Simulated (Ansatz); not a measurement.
Born–Oppenheimer molecular dynamics of a periodic cell of 16 atoms, Na (start crystal Na, start structure bcc, volume 1.05 times the crystal's). It goes on from the last frame of an earlier run, with new velocities.

Computed with DFT LDA, scalar-relativistic, plane waves, PAW in Ansatz 0.2.0. Settings: accuracy low, cutoff 420 eV, k mesh 1x1x1, fermi-dirac smearing 0.16 eV, no spin polarisation.

| Quantity | Value |
| --- | --- |
| ensemble | NVT, Langevin thermostat |
| time step | 3 fs |
| steps asked | 400 |
| set temperature | 1440 K |
| friction | 0.02 /fs |
| temperature schedule | 300 steps to 300 K, then 100 steps to 300 K |
| seed | 648688 |

Frames 3 fs apart, positions in Å.

Velocities at 630.0 fs (Å/ps):

```
Na -4.69 5.81 1.12
Na -0.88 4.21 -0.64
Na 3.81 3.23 -2.02
Na 7.63 -0.66 -0.29
Na -6.43 -0.51 3.04
Na 3.90 2.47 0.56
Na 3.05 3.55 9.40
Na 1.20 -2.39 7.09
Na 3.84 -1.97 -2.98
Na -4.60 0.85 3.20
Na 0.51 4.16 1.07
Na -7.25 1.78 -5.79
Na -6.55 -1.93 3.62
Na -3.91 0.70 -4.73
Na 4.54 -7.37 4.15
Na 2.97 -1.90 -9.45
```

```xyz
16
Lattice="8.5987 0.0000 0.0000 0.0000 8.5987 0.0000 0.0000 0.0000 8.5987" Properties=species:S:1:pos:R:3 time_fs=630.0 energy_less_start_eV=-0.485 T=497
Na 0.237 1.746 0.778
Na 3.983 2.151 -0.213
Na 2.202 4.973 0.170
Na 0.141 -0.066 4.098
Na 3.092 1.171 2.335
Na 6.981 4.639 0.982
Na 5.548 -1.222 8.753
Na 5.841 2.845 3.290
Na 1.649 4.828 3.918
Na 0.378 7.678 0.143
Na 2.170 1.876 5.708
Na 5.233 4.862 6.197
Na 3.740 7.252 3.477
Na 6.972 2.237 6.769
Na 3.073 7.951 7.476
Na 8.372 5.481 6.397
16
Lattice="8.5987 0.0000 0.0000 0.0000 8.5987 0.0000 0.0000 0.0000 8.5987" Properties=species:S:1:pos:R:3 time_fs=633.0 energy_less_start_eV=-0.528 T=558
Na 0.222 1.765 0.783
Na 3.978 2.165 -0.215
Na 2.215 4.979 0.159
Na 0.164 -0.070 4.096
Na 3.073 1.169 2.343
Na 6.992 4.646 0.982
Na 5.563 -1.214 8.780
Na 5.848 2.838 3.315
Na 1.664 4.825 3.909
Na 0.365 7.679 0.155
Na 2.174 1.888 5.713
Na 5.208 4.866 6.183
Na 3.722 7.244 3.489
Na 6.962 2.243 6.755
Na 3.087 7.933 7.487
Na 8.378 5.472 6.371
16
Lattice="8.5987 0.0000 0.0000 0.0000 8.5987 0.0000 0.0000 0.0000 8.5987" Properties=species:S:1:pos:R:3 time_fs=636.0 energy_less_start_eV=-0.569 T=536
Na 0.207 1.785 0.791
Na 3.973 2.183 -0.216
Na 2.228 4.980 0.145
Na 0.180 -0.077 4.094
Na 3.052 1.169 2.353
Na 7.004 4.652 0.978
Na 5.582 -1.213 8.803
Na 5.858 2.832 3.345
Na 1.681 4.822 3.898
Na 0.353 7.678 0.167
Na 2.180 1.893 5.724
Na 5.180 4.871 6.173
Na 3.709 7.235 3.501
Na 6.956 2.255 6.735
Na 3.100 7.918 7.499
Na 8.382 5.461 6.346
16
Lattice="8.5987 0.0000 0.0000 0.0000 8.5987 0.0000 0.0000 0.0000 8.5987" Properties=species:S:1:pos:R:3 time_fs=639.0 energy_less_start_eV=-0.602 T=546
Na 0.192 1.802 0.803
Na 3.968 2.201 -0.215
Na 2.237 4.986 0.137
Na 0.192 -0.084 4.091
Na 3.033 1.170 2.365
Na 7.017 4.657 0.970
Na 5.600 -1.219 8.830
Na 5.868 2.831 3.375
Na 1.697 4.811 3.889
Na 0.341 7.678 0.172
Na 2.187 1.890 5.738
Na 5.155 4.878 6.168
Na 3.701 7.229 3.512
Na 6.955 2.268 6.713
Na 3.109 7.900 7.511
Na 8.390 5.455 6.316
16
Lattice="8.5987 0.0000 0.0000 0.0000 8.5987 0.0000 0.0000 0.0000 8.5987" Properties=species:S:1:pos:R:3 time_fs=642.0 energy_less_start_eV=-0.633 T=558
Na 0.177 1.817 0.821
Na 3.965 2.220 -0.211
Na 2.246 4.995 0.137
Na 0.208 -0.087 4.084
Na 3.015 1.171 2.377
Na 7.032 4.665 0.964
Na 5.614 -1.225 8.860
Na 5.873 2.830 3.401
Na 1.715 4.793 3.884
Na 0.330 7.677 0.173
Na 2.196 1.883 5.749
Na 5.128 4.888 6.161
Na 3.695 7.224 3.522
Na 6.958 2.276 6.693
Na 3.114 7.883 7.518
Na 8.400 5.450 6.284
16
Lattice="8.5987 0.0000 0.0000 0.0000 8.5987 0.0000 0.0000 0.0000 8.5987" Properties=species:S:1:pos:R:3 time_fs=645.0 energy_less_start_eV=-0.660 T=568
Na 0.166 1.831 0.843
Na 3.964 2.239 -0.208
Na 2.262 5.002 0.135
Na 0.227 -0.086 4.077
Na 3.001 1.166 2.392
Na 7.045 4.672 0.962
Na 5.623 -1.231 8.892
Na 5.873 2.832 3.428
Na 1.736 4.773 3.881
Na 0.321 7.669 0.179
Na 2.204 1.877 5.759
Na 5.100 4.896 6.150
Na 3.691 7.217 3.535
Na 6.966 2.281 6.671
Na 3.118 7.867 7.524
Na 8.407 5.447 6.256
16
Lattice="8.5987 0.0000 0.0000 0.0000 8.5987 0.0000 0.0000 0.0000 8.5987" Properties=species:S:1:pos:R:3 time_fs=648.0 energy_less_start_eV=-0.683 T=619
Na 0.156 1.851 0.861
Na 3.965 2.250 -0.209
Na 2.281 5.008 0.134
Na 0.247 -0.087 4.072
Na 2.985 1.160 2.415
Na 7.059 4.678 0.959
Na 5.632 -1.241 8.925
Na 5.872 2.838 3.453
Na 1.758 4.757 3.878
Na 0.311 7.657 0.188
Na 2.213 1.877 5.766
Na 5.077 4.903 6.139
Na 3.688 7.209 3.557
Na 6.975 2.287 6.644
Na 3.121 7.852 7.530
Na 8.408 5.447 6.235
16
Lattice="8.5987 0.0000 0.0000 0.0000 8.5987 0.0000 0.0000 0.0000 8.5987" Properties=species:S:1:pos:R:3 time_fs=651.0 energy_less_start_eV=-0.707 T=654
Na 0.149 1.877 0.881
Na 3.973 2.254 -0.208
Na 2.301 5.012 0.136
Na 0.268 -0.094 4.069
Na 2.971 1.156 2.445
Na 7.077 4.685 0.955
Na 5.643 -1.255 8.954
Na 5.872 2.844 3.477
Na 1.778 4.739 3.878
Na 0.296 7.643 0.196
Na 2.225 1.877 5.770
Na 5.059 4.910 6.133
Na 3.688 7.206 3.588
Na 6.979 2.297 6.613
Na 3.115 7.840 7.530
Na 8.403 5.454 6.219
16
Lattice="8.5987 0.0000 0.0000 0.0000 8.5987 0.0000 0.0000 0.0000 8.5987" Properties=species:S:1:pos:R:3 time_fs=654.0 energy_less_start_eV=-0.729 T=644
Na 0.145 1.909 0.903
Na 3.982 2.257 -0.202
Na 2.322 5.007 0.143
Na 0.286 -0.103 4.070
Na 2.965 1.155 2.472
Na 7.091 4.692 0.951
Na 5.657 -1.269 8.979
Na 5.868 2.853 3.500
Na 1.794 4.726 3.878
Na 0.278 7.627 0.201
Na 2.237 1.873 5.776
Na 5.044 4.922 6.126
Na 3.694 7.204 3.622
Na 6.982 2.305 6.581
Na 3.106 7.834 7.526
Na 8.395 5.468 6.204
16
Lattice="8.5987 0.0000 0.0000 0.0000 8.5987 0.0000 0.0000 0.0000 8.5987" Properties=species:S:1:pos:R:3 time_fs=657.0 energy_less_start_eV=-0.747 T=645
Na 0.148 1.942 0.927
Na 3.992 2.264 -0.198
Na 2.346 4.997 0.156
Na 0.301 -0.106 4.071
Na 2.962 1.160 2.490
Na 7.105 4.697 0.947
Na 5.678 -1.280 8.999
Na 5.860 2.865 3.517
Na 1.810 4.719 3.880
Na 0.263 7.611 0.206
Na 2.253 1.867 5.782
Na 5.032 4.941 6.117
Na 3.697 7.205 3.660
Na 6.983 2.311 6.550
Na 3.095 7.831 7.521
Na 8.386 5.486 6.192
16
Lattice="8.5987 0.0000 0.0000 0.0000 8.5987 0.0000 0.0000 0.0000 8.5987" Properties=species:S:1:pos:R:3 time_fs=660.0 energy_less_start_eV=-0.753 T=565
Na 0.154 1.970 0.949
Na 3.995 2.273 -0.197
Na 2.366 4.983 0.171
Na 0.314 -0.108 4.078
Na 2.965 1.169 2.503
Na 7.120 4.700 0.944
Na 5.702 -1.292 9.017
Na 5.850 2.874 3.530
Na 1.826 4.710 3.882
Na 0.254 7.595 0.208
Na 2.270 1.864 5.786
Na 5.018 4.962 6.110
Na 3.698 7.209 3.697
Na 6.984 2.318 6.517
Na 3.085 7.825 7.520
Na 8.380 5.506 6.182
16
Lattice="8.5987 0.0000 0.0000 0.0000 8.5987 0.0000 0.0000 0.0000 8.5987" Properties=species:S:1:pos:R:3 time_fs=663.0 energy_less_start_eV=-0.756 T=555
Na 0.164 1.996 0.970
Na 3.996 2.280 -0.198
Na 2.378 4.963 0.184
Na 0.325 -0.110 4.088
Na 2.973 1.181 2.515
Na 7.133 4.706 0.937
Na 5.721 -1.303 9.036
Na 5.842 2.880 3.543
Na 1.842 4.695 3.885
Na 0.248 7.582 0.210
Na 2.287 1.864 5.787
Na 5.002 4.985 6.104
Na 3.701 7.212 3.729
Na 6.984 2.319 6.481
Na 3.085 7.817 7.522
Na 8.377 5.524 6.177
```

Of the whole run (1200 fs, mean temperature of the second half 427 K): The schedule's set-point averaged 395 K over the second half and the system 427 K. A run of 1.2 ps of so small a system gives no equilibrium averages. Limits of this set-up: coarse k mesh, low accuracy level.

The run took 12 min on 1 CPU thread of a shared host.
